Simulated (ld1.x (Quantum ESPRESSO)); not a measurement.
**B: related potentials compared**

One potential is built and tested. Then a few of its settings are changed, to learn what that costs or gains.

Method: ld1.x (Quantum ESPRESSO) 7.5, PBE, non-relativistic.

**1. The atom and the settings**

The settings as typed:

```json
{
  "element": "boron (B, Z = 5)",
  "type": "norm-conserving Troullier–Martins (Kleinman–Bylander form)",
  "frozen core": "[He]",
  "valence charge": "3",
  "reference configuration": "2s2 2p1",
  "partial waves": "2s (bound): rc 1.00 bohr; 2p (bound): rc 3.65 bohr; 3d channel at 0.35 Ry: rc 3.80 bohr",
  "local potential": "the d channel",
  "core correction": "Bessel-smoothed model core inside 0.70 bohr"
}
```

An earlier all-electron run gives the scale for the radii.

All-electron outer shells of the reference configuration (PBE, non-relativistic, ld1.x):

```csv
shell,level (eV),outermost node (bohr),outermost maximum (bohr)
1s,-180.54,–,0.21
2s,-9.44,0.46,1.52
2p,-3.61,–,1.57
```

**2. The first potential**

Input file B.in:

```
 &input
   title='B', zed=5., rel=0, dft='PBE', iswitch=3,
   config='[He] 2s2 2p1 3d-2',
   nld=3, rlderiv=4.10, eminld=-3.0, emaxld=5.0, deld=0.02
 /
 &inputp
   pseudotype=2, tm=.true., lloc=2,
   nlcc=.true., new_core_ps=.true., rcore=0.70,
   file_pseudopw='B.UPF', file_wfcaegen='ae.wfc', file_wfcncgen='nc.wfc', file_beta='beta', file_chi='chi'
 /
3
2S  1  0   2.00   0.00  1.00  1.00  0.0
2P  2  1   1.00   0.00  3.65  3.65  0.0
3D  3  2  -2.00   0.35  3.80  3.80  0.0
 &test
   configts(1)='2s2 2p1'
 /
```

On the command line:

```console
$ ld1.x < B.in > B.out
```

Output in B.out (without the banner and most projector matrices):

```text
     Program LD1 v.7.5
     --------------------------- All-electron run ----------------------------

     B

     atomic number is  5.00
     dft =PBE   lsd =0 sic =0 latt =0  beta=0.20 tr2=1.0E-14
     Exchange-correlation= PBE
                           (   1   4   3   4   0   0   0)
     mesh =1059 r(mesh) = 101.04461 a.u. xmin = -7.00 dx = 0.01250
     1 Ry =  13.60569312 eV

     n l     nl                  e(Ry)          e(Ha)          e(eV)
     1 0     1S 1( 2.00)       -13.2693        -6.6346      -180.5377
     2 0     2S 1( 2.00)        -0.6937        -0.3469        -9.4387
     2 1     2P 1( 1.00)        -0.2652        -0.1326        -3.6089

     final scf error:  8.3E-15 reached in  36 iterations

     Etot =     -49.191483 Ry,     -24.595742 Ha,    -669.284224 eV

     Ekin =      48.993927 Ry,      24.496963 Ha,     666.596330 eV
     Encl =    -113.707858 Ry,     -56.853929 Ha,   -1547.074224 eV
     Eh   =      23.118008 Ry,      11.559004 Ha,     314.536527 eV
     Exc  =      -7.595560 Ry,      -3.797780 Ha,    -103.342857 eV

     normalization and overlap integrals

     s(1S/1S) =  1.000000  <r> =   0.3295  <r2> =    0.1475  r(max) =   0.2103
     s(2S/2S) =  1.000000  <r> =   1.9523  <r2> =    4.6007  r(max) =   1.5152
     s(2P/2P) =  1.000000  <r> =   2.3013  <r2> =    6.8884  r(max) =   1.5731

     ------------------------ End of All-electron run ------------------------

     --------------------- Generating NC pseudopotential ---------------------

      Generating local pot.: lloc=2, matching radius rcloc =   3.8000

      Computing core charge for nlcc:

       r > 0.71 : true rho core
      Core charge pseudized with two Bessel functions
      Integrated core pseudo-charge :   0.96

      Wfc   2S  rcut= 0.991  Using Troullier-Martins method

      Wfc   2P  rcut= 3.635  Using Troullier-Martins method

     ------------------- End of pseudopotential generation -------------------

     [... the all-electron block is printed once more ...]


     Computing logarithmic derivative in   4.09322
     Computing logarithmic derivative in   4.09322
     Computing the partial wave expansion
     R is outside the sphere for l=    0 j= 0.00
     R is outside the sphere for l=    1 j= 0.00
       no projector for channel:   2

     ---------------------- Testing the pseudopotential ----------------------

     B

     atomic number is  5.00   valence charge is  3.00
     dft =PBE   lsd =0 sic =0 latt =0  beta=0.20 tr2=1.0E-14
     mesh =1059 r(mesh) = 101.04461 xmin = -7.00 dx = 0.01250

     n l     nl             e AE (Ry)        e PS (Ry)    De AE-PS (Ry)
     1 0     2S   1( 2.00)       -0.69373       -0.69373       -0.00000
     2 1     2P   1( 1.00)       -0.26525       -0.26525       -0.00000

     eps = 2.1E-16  iter =  4

     Etot =     -49.191483 Ry,     -24.595742 Ha,    -669.284224 eV
     Etotps =    -6.725152 Ry,      -3.362576 Ha,     -91.500355 eV

     Ekin =       2.281140 Ry,       1.140570 Ha,      31.036485 eV
     Encl =      -9.285819 Ry,      -4.642909 Ha,    -126.340003 eV
     Ehrt =       3.934986 Ry,       1.967493 Ha,      53.538217 eV
     Ecxc =      -3.246973 Ry,      -1.623487 Ha,     -44.177321 eV
     (Ecc =      -1.564522 Ry,      -0.782261 Ha,     -21.286409 eV)
     Epseu=      -0.408486 Ry,      -0.204243 Ha,      -5.557734 eV

     ---------------------- End of pseudopotential test ----------------------
```

It took 1 s on 1 thread, shared host. This counts the later configuration tests of the new file too.

Partial waves on a coarse radial grid (AE all-electron, PS pseudo):

```csv
r (bohr),2s AE,2s PS
0.190,-0.3032,0.1045
0.380,-0.1153,0.1937
0.570,0.1544,0.2785
0.760,0.3866,0.4024
0.950,0.5562,0.5562
1.140,0.6647,0.6647
1.330,0.7208,0.7208
1.520,0.7365,0.7365
1.710,0.7234,0.7234
1.900,0.6910,0.6910
2.090,0.6466,0.6466
2.280,0.5958,0.5958
2.470,0.5424,0.5424
2.660,0.4892,0.4892
2.850,0.4380,0.4380
3.040,0.3897,0.3897
3.230,0.3451,0.3451
3.420,0.3044,0.3044
3.610,0.2676,0.2676
3.800,0.2346,0.2346
3.990,0.2052,0.2052
4.180,0.1791,0.1791
4.370,0.1561,0.1561
4.560,0.1358,0.1358
4.750,0.1180,0.1180
4.940,0.1024,0.1024
```

**3. Configuration tests**

Input file B.test.in:

```
 &input
   title='B', zed=5., rel=0, dft='PBE', iswitch=2,
   config='[He] 2s2 2p1 3d-2'
 /
 &test
   file_pseudo='B.UPF', nconf=8,
   configts(1)='2s2 2p1',
   configts(2)='2s2 2p0',
   configts(3)='2s1 2p0',
   configts(4)='2s2 2p0.5',
   configts(5)='2s2 2p1.3',
   configts(6)='2s1 2p2',
   configts(7)='2s1 2p1',
   configts(8)='2s0 2p3'
 /
```

On the command line:

```console
$ ld1.x < B.test.in > B.test.out
```

B.test.out, the pseudopotential blocks, each with the warnings that came before it:

```text
     ---------------------- Testing the pseudopotential ----------------------

     B

     atomic number is  5.00   valence charge is  3.00
     dft =PBE   lsd =0 sic =0 latt =0  beta=0.20 tr2=1.0E-14
     mesh =1059 r(mesh) = 101.04461 xmin = -7.00 dx = 0.01250

     n l     nl             e AE (Ry)        e PS (Ry)    De AE-PS (Ry)
     1 0     2S   1( 2.00)       -0.69373       -0.69373       -0.00000
     2 1     2P   1( 1.00)       -0.26525       -0.26525       -0.00000

     eps = 2.5E-15  iter =  4

     Etot =     -49.191483 Ry,     -24.595742 Ha,    -669.284227 eV
     Etotps =    -6.725152 Ry,      -3.362576 Ha,     -91.500354 eV

     Ekin =       2.281140 Ry,       1.140570 Ha,      31.036486 eV
     Encl =      -9.285819 Ry,      -4.642909 Ha,    -126.340003 eV
     Ehrt =       3.934986 Ry,       1.967493 Ha,      53.538217 eV
     Ecxc =      -3.246973 Ry,      -1.623487 Ha,     -44.177321 eV
     (Ecc =      -1.564522 Ry,      -0.782261 Ha,     -21.286409 eV)
     Epseu=      -0.408486 Ry,      -0.204243 Ha,      -5.557734 eV

     ---------------------- End of pseudopotential test ----------------------

     ---------------------- Testing the pseudopotential ----------------------

     B

     [...]
     n l     nl             e AE (Ry)        e PS (Ry)    De AE-PS (Ry)
     1 0     2S   1( 2.00)       -1.43362       -1.41395       -0.01967  !
     2 1     2P   1( 0.00)       -0.98243       -0.94623       -0.03620  !

     eps = 6.5E-15  iter =  9

     Etot =     -48.587184 Ry,     -24.293592 Ha,    -661.062311 eV
     Etotps =    -6.133484 Ry,      -3.066742 Ha,     -83.450306 eV
     dEtot_ae =       0.604300 Ry
     dEtot_ps =       0.591668 Ry,   Delta E=       0.012632 Ry

     [...]
     ---------------------- End of pseudopotential test ----------------------

     Warning: n=1, l=0 expected 0 nodes, found 1
     Warning: n=2, l=1 expected 0 nodes, found 1
     ---------------------- Testing the pseudopotential ----------------------

     B

     [...]
     n l     nl             e AE (Ry)        e PS (Ry)    De AE-PS (Ry)
     1 0     2S   1( 1.00)       -2.31269       -2.28717       -0.02552  !
     2 1     2P   1( 0.00)       -1.87355       -1.77984       -0.09371  !

     eps = 9.0E-15  iter = 15

     Etot =     -46.719206 Ry,     -23.359603 Ha,    -635.647181 eV
     Etotps =    -4.288314 Ry,      -2.144157 Ha,     -58.345483 eV
     dEtot_ae =       2.472277 Ry
     dEtot_ps =       2.436838 Ry,   Delta E=       0.035439 Ry

     [...]
     ---------------------- End of pseudopotential test ----------------------

     ---------------------- Testing the pseudopotential ----------------------

     B

     [...]
     n l     nl             e AE (Ry)        e PS (Ry)    De AE-PS (Ry)
     1 0     2S   1( 2.00)       -1.03816       -1.03337       -0.00479
     2 1     2P   1( 0.50)       -0.59458       -0.58468       -0.00990  !

     eps = 3.1E-16  iter =  7

     Etot =     -48.979185 Ry,     -24.489593 Ha,    -666.395763 eV
     Etotps =    -6.514782 Ry,      -3.257391 Ha,     -88.638118 eV
     dEtot_ae =       0.212298 Ry
     dEtot_ps =       0.210370 Ry,   Delta E=       0.001928 Ry

     [...]
     ---------------------- End of pseudopotential test ----------------------

     ---------------------- Testing the pseudopotential ----------------------

     B

     [...]
     n l     nl             e AE (Ry)        e PS (Ry)    De AE-PS (Ry)
     1 0     2S   1( 2.00)       -0.51857       -0.51840       -0.00017
     2 1     2P   1( 1.30)       -0.10171       -0.10262        0.00091

     eps = 4.3E-16  iter =  7

     Etot =     -49.245788 Ry,     -24.622894 Ha,    -670.023082 eV
     Etotps =    -6.779660 Ry,      -3.389830 Ha,     -92.241973 eV
     dEtot_ae =      -0.054305 Ry
     dEtot_ps =      -0.054508 Ry,   Delta E=       0.000203 Ry

     [...]
     ---------------------- End of pseudopotential test ----------------------

     ---------------------- Testing the pseudopotential ----------------------

     B

     [...]
     n l     nl             e AE (Ry)        e PS (Ry)    De AE-PS (Ry)
     1 0     2S   1( 1.00)       -0.72874       -0.73988        0.01114  !
     2 1     2P   1( 2.00)       -0.29833       -0.30408        0.00576  !

     eps = 7.0E-15  iter = 14

     Etot =     -48.761922 Ry,     -24.380961 Ha,    -663.439745 eV
     Etotps =    -6.292892 Ry,      -3.146446 Ha,     -85.619152 eV
     dEtot_ae =       0.429561 Ry
     dEtot_ps =       0.432260 Ry,   Delta E=      -0.002699 Ry

     [...]
     ---------------------- End of pseudopotential test ----------------------

     ---------------------- Testing the pseudopotential ----------------------

     B

     [...]
     n l     nl             e AE (Ry)        e PS (Ry)    De AE-PS (Ry)
     1 0     2S   1( 1.00)       -1.43947       -1.45352        0.01405  !
     2 1     2P   1( 1.00)       -0.98915       -0.98234       -0.00681  !

     eps = 1.0E-15  iter = 10

     Etot =     -48.136393 Ry,     -24.068196 Ha,    -654.928989 eV
     Etotps =    -5.664002 Ry,      -2.832001 Ha,     -77.062669 eV
     dEtot_ae =       1.055091 Ry
     dEtot_ps =       1.061150 Ry,   Delta E=      -0.006060 Ry

     [...]
     ---------------------- End of pseudopotential test ----------------------

     ---------------------- Testing the pseudopotential ----------------------

     B

     [...]
     n l     nl             e AE (Ry)        e PS (Ry)    De AE-PS (Ry)
     1 0     2S   1( 0.00)       -0.75779       -0.78016        0.02237  !
     2 1     2P   1( 3.00)       -0.32646       -0.33821        0.01175  !

     eps = 6.4E-16  iter = 13

     Etot =     -48.330970 Ry,     -24.165485 Ha,    -657.576345 eV
     Etotps =    -5.853932 Ry,      -2.926966 Ha,     -79.646807 eV
     dEtot_ae =       0.860513 Ry
     dEtot_ps =       0.871220 Ry,   Delta E=      -0.010706 Ry

     [...]
     ---------------------- End of pseudopotential test ----------------------
```

Excitation and ionisation energies from 2s2 2p1, with the error of the potential. A star marks tests that logged a warning. The frozen-core shift comes from a second all-electron run, not shown, with the core orbitals held at their reference shape; it is that run's ΔE less the relaxed one.

| valence configuration | charge | ΔE all-electron (eV) | error AE − PS (meV) | frozen-core shift (meV) |
| --- | --- | --- | --- | --- |
| 2s2 2p0 | +1 | 8.222 | +172 | +0.3 |
| 2s1 2p0 * | +2 | 33.637 | +482 | +5.5 |
| 2s2 2p0.5 | +0.5 | 2.888 | +26 | 0.0 |
| 2s2 2p1.3 | -0.3 | -0.739 | +2.8 | 0.0 |
| 2s1 2p2 | 0 | 5.844 | -37 | +0.5 |
| 2s1 2p1 | +1 | 14.355 | -82 | +0.9 |
| 2s0 2p3 | 0 | 11.708 | -146 | +1.8 |

**4. Does it scatter like the atom?**

Taken from the files of the generation run. The phase is arctan(r·u′/u) with u = r·R, unwrapped, with energies in Ry. A pole is an energy at which the radial function vanishes at the test radius. The pseudo phase is shifted by a multiple of π to meet the all-electron one at the reference energy. Levels narrower than the energy grid can be missing from the poles. The last column is the largest difference on the grid between −1 and +1 Ry.

| channel | radius (bohr) | reference (Ry) | poles AE | poles PS | window around the reference with phases within 0.05 rad (Ry) | largest difference near zero (rad) |
| --- | --- | --- | --- | --- | --- | --- |
| s | 4.09 | -0.69 | -0.63, 1.56 | -0.63, 1.50 | below 0.3 | 0.063 |
| p | 4.09 | -0.27 | -0.16, 1.70, 4.79 | -0.16, 1.90 | below 0.4 | 0.195 |
| d | 4.09 | 0.35 | 1.22, 3.73 | 1.24, 4.00 | below 1.9 | 0.003 |

Phases (rad) along the scan:

```csv
E (Ry),p AE,p PS,s AE,s PS
-3.00,1.427,1.427,1.424,1.424
-2.52,1.414,1.414,1.409,1.409
-2.04,1.395,1.395,1.387,1.387
-1.56,1.367,1.367,1.353,1.353
-1.08,1.318,1.319,1.272,1.272
-0.60,1.174,1.176,-1.642,-1.642
-0.12,-1.639,-1.636,-1.950,-1.953
0.36,-2.110,-2.075,-2.839,-2.902
0.84,-4.080,-3.899,-4.413,-4.439
1.32,-4.599,-4.550,-4.654,-4.669
1.80,-4.736,-4.693,-4.759,-4.775
2.28,-4.846,-4.777,-4.860,-4.888
2.76,-5.101,-4.870,-5.096,-5.206
3.24,-7.146,-5.093,-6.955,-7.180
3.72,-7.681,-6.774,-7.644,-7.656
4.20,-7.788,-7.606,-7.766,-7.764
4.68,-7.843,-7.743,-7.824,-7.817
```

**5. Plane-wave convergence, by spherical Bessel functions**

This step uses the generator's waves and projectors in a separate script. Basis: spherical Bessel functions vanishing at 20 bohr, q² up to the cutoff; potential fixed at the reference.

All-electron valence levels (Ry): 2s -0.6937, 2p -0.2652. The lowest levels of each channel (Ry) by cutoff; the last column sums, over occupied levels, occupation times the distance from the level at 400 Ry. A positive value at high cutoff is not a bound level.

```csv
cutoff (Ry),s #1,s #2,p #1,d #1,f #1,Σ f·Δε (mRy)
8,-1.8185,-0.3159,-0.2564,0.0662,0.1130,764.6
12,-7.2621,-0.6231,-0.2651,0.0662,0.1130,141.5
21,-14.8320,-0.6706,-0.2653,0.0662,0.1130,46.4
30,-15.1387,-0.6714,-0.2653,0.0662,0.1130,44.8
45,-21.4385,-0.6816,-0.2653,0.0662,0.1130,24.3
55,-29.0327,-0.6884,-0.2653,0.0662,0.1130,10.6
60,-31.7214,-0.6902,-0.2653,0.0662,0.1130,7.2
80,-36.3314,-0.6926,-0.2653,0.0662,0.1130,2.3
100,-36.6144,-0.6927,-0.2653,0.0662,0.1130,2.1
140,-38.5378,-0.6935,-0.2653,0.0662,0.1130,0.6
180,-39.1184,-0.6936,-0.2653,0.0662,0.1130,0.2
400,-39.4244,-0.6937,-0.2653,0.0662,0.1130,0.0
```

The sum stays within 10 mRy from 60 Ry and within 1 mRy from 140 Ry. The sum leaves out empty levels, which can need more. Ghost test: ghost state, bound below the all-electron valence or empty levels of the same l: s at -536.4 eV.

**6. Now with reference 2s2 2p0.75; waves 2s (bound): rc 0.74 bohr**

Input file B.in:

```
 &input
   title='B', zed=5., rel=0, dft='PBE', iswitch=3,
   config='[He] 2s2 2p0.75 3d-2',
   nld=3, rlderiv=4.10, eminld=-3.0, emaxld=5.0, deld=0.02
 /
 &inputp
   pseudotype=2, tm=.true., lloc=2,
   nlcc=.true., new_core_ps=.true., rcore=0.70,
   file_pseudopw='B.UPF', file_wfcaegen='ae.wfc', file_wfcncgen='nc.wfc', file_beta='beta', file_chi='chi'
 /
3
2S  1  0   2.00   0.00  0.74  0.74  0.0
2P  2  1   0.75   0.00  3.65  3.65  0.0
3D  3  2  -2.00   0.35  3.80  3.80  0.0
 &test
   configts(1)='2s2 2p0.75'
 /
```

On the command line:

```console
$ ld1.x < B.in > B.out
```

What the program wrote to B.out (without the banner and most projector matrices):

```text
     Program LD1 v.7.5
     --------------------------- All-electron run ----------------------------

     B

     atomic number is  5.00
     dft =PBE   lsd =0 sic =0 latt =0  beta=0.20 tr2=1.0E-14
     Exchange-correlation= PBE
                           (   1   4   3   4   0   0   0)
     mesh =1059 r(mesh) = 101.04461 a.u. xmin = -7.00 dx = 0.01250
     1 Ry =  13.60569312 eV

     n l     nl                  e(Ry)          e(Ha)          e(eV)
     1 0     1S 1( 2.00)       -13.4709        -6.7355      -183.2814
     2 0     2S 1( 2.00)        -0.8588        -0.4294       -11.6846
     2 1     2P 1( 0.75)        -0.4219        -0.2110        -5.7408

     final scf error:  6.9E-15 reached in  33 iterations

     Etot =     -49.105936 Ry,     -24.552968 Ha,    -668.120293 eV

     Ekin =      48.917196 Ry,      24.458598 Ha,     665.552351 eV
     Encl =    -112.753110 Ry,     -56.376555 Ha,   -1534.084215 eV
     Eh   =      22.214810 Ry,      11.107405 Ha,     302.247889 eV
     Exc  =      -7.484831 Ry,      -3.742416 Ha,    -101.836318 eV

     normalization and overlap integrals

     s(1S/1S) =  1.000000  <r> =   0.3295  <r2> =    0.1475  r(max) =   0.2103
     s(2S/2S) =  1.000000  <r> =   1.9088  <r2> =    4.3740  r(max) =   1.4964
     s(2P/2P) =  1.000000  <r> =   2.1513  <r2> =    5.9112  r(max) =   1.5343

     ------------------------ End of All-electron run ------------------------

     --------------------- Generating NC pseudopotential ---------------------

      Generating local pot.: lloc=2, matching radius rcloc =   3.8000

      Computing core charge for nlcc:

       r > 0.71 : true rho core
      Core charge pseudized with two Bessel functions
      Integrated core pseudo-charge :   0.96

      Wfc   2S  rcut= 0.734  Using Troullier-Martins method

      Wfc   2P  rcut= 3.635  Using Troullier-Martins method

     ------------------- End of pseudopotential generation -------------------

     [... the all-electron block is printed once more ...]


     Computing logarithmic derivative in   4.09322
     Computing logarithmic derivative in   4.09322
     Computing the partial wave expansion
     R is outside the sphere for l=    0 j= 0.00
     R is outside the sphere for l=    1 j= 0.00
       no projector for channel:   2

     ---------------------- Testing the pseudopotential ----------------------

     B

     atomic number is  5.00   valence charge is  3.00
     dft =PBE   lsd =0 sic =0 latt =0  beta=0.20 tr2=1.0E-14
     mesh =1059 r(mesh) = 101.04461 xmin = -7.00 dx = 0.01250

     n l     nl             e AE (Ry)        e PS (Ry)    De AE-PS (Ry)
     1 0     2S   1( 2.00)       -0.85880       -0.85880       -0.00000
     2 1     2P   1( 0.75)       -0.42194       -0.42194       -0.00000

     eps = 2.4E-17  iter =  4

     Etot =     -49.105936 Ry,     -24.552968 Ha,    -668.120293 eV
     Etotps =    -6.653883 Ry,      -3.326942 Ha,     -90.530693 eV

     Ekin =       3.378480 Ry,       1.689240 Ha,      45.966563 eV
     Encl =      -8.762087 Ry,      -4.381043 Ha,    -119.214262 eV
     Ehrt =       3.451208 Ry,       1.725604 Ha,      46.956076 eV
     Ecxc =      -3.176328 Ry,      -1.588164 Ha,     -43.216143 eV
     (Ecc =      -1.564639 Ry,      -0.782320 Ha,     -21.288003 eV)
     Epseu=      -1.545157 Ry,      -0.772578 Ha,     -21.022927 eV

     ---------------------- End of pseudopotential test ----------------------
```

It took 0.63 s on 1 thread, shared host. (Generation and the later configuration tests together.)

The new file went through the configuration test as well (its log is not shown).

Input file B.test.in:

```
 &input
   title='B', zed=5., rel=0, dft='PBE', iswitch=2,
   config='[He] 2s2 2p0.75 3d-2'
 /
 &test
   file_pseudo='B.UPF', nconf=8,
   configts(1)='2s2 2p0.75',
   configts(2)='2s2 2p1',
   configts(3)='2s2 2p0',
   configts(4)='2s1 2p0',
   configts(5)='2s0 2p3',
   configts(6)='2s2 2p0.5',
   configts(7)='2s1 2p1',
   configts(8)='2s1 2p2'
 /
```

Excitation and ionisation energies from 2s2 2p0.75, with the error of the potential. A star marks tests that logged a warning.

| valence configuration | charge | ΔE all-electron (eV) | error AE − PS (meV) |
| --- | --- | --- | --- |
| 2s2 2p1 | 0 | -1.164 | +4.8 |
| 2s2 2p0 | +1 | 7.058 | +119 |
| 2s1 2p0 * | +2 | 32.473 | +394 |
| 2s0 2p3 | 0 | 10.544 | -90 |
| 2s2 2p0.5 | +0.5 | 1.725 | +8.5 |
| 2s1 2p1 | +1 | 13.191 | -94 |
| 2s1 2p2 | 0 | 4.681 | -7.7 |

Against the first potential, the loose cutoff goes from 60 Ry to 260 Ry, the largest error in the tests that it solved is +394 meV (2s1 2p0), a bound ghost remains (s) and the phase difference near zero goes from 0.19 to 0.26 rad.

[end of part 1 of 2]
